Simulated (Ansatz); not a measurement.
# BClFH3SSi: the cost of one run

Program: Ansatz 0.2.0. Level of theory: RKS B3LYP-D4/STO-3G. These are calculated values, not measurements.

## Step 1: The structure to begin with

Bond lengths: F1–B2 1.476 Å, B2–Cl3 1.859 Å, B2–S4 1.908 Å, S4–Si5 2.194 Å, Si5–H6 1.492 Å, Si5–H7 1.443 Å, Si5–H8 1.482 Å. Angles: F1–B2–Cl3 119.7°, F1–B2–S4 119.2°, Cl3–B2–S4 120.9°, B2–S4–Si5 90.2°, S4–Si5–H6 109.0°, S4–Si5–H7 111.2°, S4–Si5–H8 108.1°, H6–Si5–H7 109.2°, H6–Si5–H8 107.7°, H7–Si5–H8 111.6°.

As a file:

```xyz
8

F     1.5157   -1.2893    1.6232
B     0.8829   -1.3275    0.2904
Cl   -0.1411   -2.7986   -0.2026
S     1.2511    0.0709   -0.9537
Si   -0.5690    1.1225   -0.3245
H    -0.4450    1.4877    1.1167
H    -1.7372    0.2956   -0.5048
H    -0.6654    2.3816   -1.1005
```

## Step 2: Preparing the start

Contents of input.yaml:

```yaml
crystal:
  periodic: [false, false, false]
  atoms:
    - { symbol: F, position_ang: [1.5157, -1.2893, 1.6232] }
    - { symbol: B, position_ang: [0.8829, -1.3275, 0.2904] }
    - { symbol: Cl, position_ang: [-0.1411, -2.7986, -0.2026] }
    - { symbol: S, position_ang: [1.2511, 0.0709, -0.9537] }
    - { symbol: Si, position_ang: [-0.569, 1.1225, -0.3245] }
    - { symbol: H, position_ang: [-0.445, 1.4877, 1.1167] }
    - { symbol: H, position_ang: [-1.7372, 0.2956, -0.5048] }
    - { symbol: H, position_ang: [-0.6654, 2.3816, -1.1005] }
basis:
  gaussian: { orbitals: STO-3G }
hamiltonian:
  xc: b3lyp
  dispersion: d4
relax:
  f_tol: 0.02
  max_steps: 40
scf:
  lower_state_search: "off"
```

Command:

```bash
$ ansatz run input.yaml --threads 1 --pin off --max-ram 2048MiB --backend cpu --events-out ev --progress --plain --runs-dir out
```

**Question.** How long does this run take on 1 thread of Arm Neoverse V2, shared host, and how much memory does it need?

About 29 s, with a peak of 0.17 GiB.
